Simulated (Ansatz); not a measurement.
# CH₃FN₂Si: basis-set convergence

How large a basis does CH₃FN₂Si need? Two functionals are run in growing sets.

Method: one geometry, several basis sets; program: Ansatz 0.2.0, Gaussian basis.

Plan: PBE0-D4/def2-SVP; ωB97M-V/def2-SVP; PBE0-D4/def2-QZVPP; ωB97M-V/def2-QZVPP; the functionals' def2-TZVPP values are taken from earlier runs.

## Step 1: The relaxed structure

An earlier PBE0-D4 in a triple-zeta def2 set relaxation fixed the geometry.

SMILES `N[Si]1(F)C=N1`, 8 atoms, charge 0, spin multiplicity 1.

Atoms are counted from 1 here; the program's logs count them from 0.

Bond lengths: N1–Si2 1.678 Å, N1–H6 1.004 Å, N1–H7 1.004 Å, Si2–F3 1.585 Å, Si2–C4 1.745 Å, Si2–N5 1.736 Å, C4–N5 1.307 Å, C4–H8 1.094 Å. Angles: Si2–N1–H6 123.3°, Si2–N1–H7 122.5°, H6–N1–H7 114.1°, N1–Si2–F3 105.7°, N1–Si2–C4 128.7°, N1–Si2–N5 124.2°, F3–Si2–C4 122.7°, F3–Si2–N5 119.4°, C4–Si2–N5 44.1°, Si2–C4–N5 67.6°, Si2–C4–H8 166.5°, N5–C4–H8 125.9°, Si2–N5–C4 68.3°.

## Step 2: PBE0-D4 in def2-SVP

Input file in.yaml:

```yaml
crystal:
  periodic: [false, false, false]
  atoms:
    - {symbol: N, position_ang: [1.129717, 0.718067, 0.647269]}
    - {symbol: Si, position_ang: [-0.202512, 0.277147, -0.271873]}
    - {symbol: F, position_ang: [-0.795948, 1.630986, -0.843758]}
    - {symbol: C, position_ang: [-1.118513, -1.207651, -0.224594]}
    - {symbol: N, position_ang: [-0.289118, -1.165220, -1.233259]}
    - {symbol: H, position_ang: [1.728134, 0.054434, 1.105215]}
    - {symbol: H, position_ang: [1.427005, 1.672694, 0.743264]}
    - {symbol: H, position_ang: [-1.786567, -2.037556, 0.021936]}
basis:
  gaussian: {orbitals: def2-SVP}
hamiltonian: {xc: pbe0, dispersion: d4}
output: {orbitals: {seedname: orbitals}}
```

Launch:

```bash
$ ansatz run in.yaml --threads 2 --pin off --events-out ev --progress --plain --max-ram 4352MiB
```

After this run come: ωB97M-V in def2-SVP; PBE0-D4 in def2-QZVPP; ωB97M-V in def2-QZVPP.

Before running them: what should the planned runs give, taken together? Wanted: PBE0-D4: double and triple zeta above quadruple; ωB97M-V: double and triple zeta above quadruple.

The runs gave:

| quantity | value |
| --- | --- |
| PBE0-D4: double and triple zeta above quadruple | 12.04, 0.68 eV |
| ωB97M-V: double and triple zeta above quadruple | 12.20, 0.63 eV |

PBE0-D4 gains 11.36 eV from double to triple zeta, then 0.68 eV more. Total energies overstate the basis error of differences, where much of it tends to cancel. The LUMO of ωB97M-V is positive and keeps falling with the basis (1.91 to 1.33 eV): an unbound level that the basis holds in place.
